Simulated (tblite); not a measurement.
# C6H10OS2Si: the cost of one run

Programs: tblite 0.8.0 and PySCF 2.14.0, with density-fitted response routines of our own. Each step states its level of theory. These are calculated values for one molecule in the gas phase, unless marked as measured. Atoms are numbered from 0 throughout.

### 1 The molecule as given

20 atoms, charge 0, multiplicity 1; geometry from: force field or distance geometry start.

Bonds of the start (Å): C0–C1 1.47, C1–S2 1.63, C1–C3 1.45, C3–C4 1.33, C4–Si5 1.81, Si5–O6 1.75, O6–C7 1.41, C7–C8 1.52, C8–S9 1.83, S9–Si5 2.18, C0–H10 1.11, C0–H11 1.12, C0–H12 1.09, C3–H13 1.08, C4–H14 1.10, Si5–H15 1.45, C7–H16 1.12, C7–H17 1.11, C8–H18 1.11, C8–H19 1.11.

### 2 Optimising the geometry with GFN2-xTB

What the job is given:

```
{"job": {"kind": "relax", "xc": "GFN2-xTB", "basis": "xTB"}, "charge": 0, "multiplicity": 1}
C     -3.496900    -0.032800    -1.262300
C     -2.159700    -0.148500    -0.669800
S     -1.050200    -1.050000    -1.455000
C     -1.920200     0.542500     0.585400
C     -0.777600     0.523000     1.259600
Si     0.639000    -0.388000     0.609800
O      1.343200     0.300500    -0.832400
C      2.601600    -0.323800    -0.795800
C      3.431000     0.381800     0.258700
S      2.449400     0.017700     1.759900
H     -3.629600     1.027100    -1.558100
H     -4.269200    -0.223000    -0.469200
H     -3.671400    -0.660200    -2.138000
H     -2.725400     1.106100     1.039600
H     -0.670800     1.076600     2.199000
H      0.458000    -1.810600     0.424300
H      2.419300    -1.355400    -0.386000
H      3.093200    -0.363000    -1.786100
H      4.439300    -0.084500     0.325200
H      3.492100     1.475100     0.068800
```

On the command line:

```console
$ OMP_NUM_THREADS=1 python probes_run.py task.json out
```

The driver reads the jobs from task.json and runs them one after another.

**Question.** How long does this first job take on 1 thread of Arm Neoverse N1, shared host, and how much memory does it need?

About 3.4 s, with a peak of 0.18 GiB.
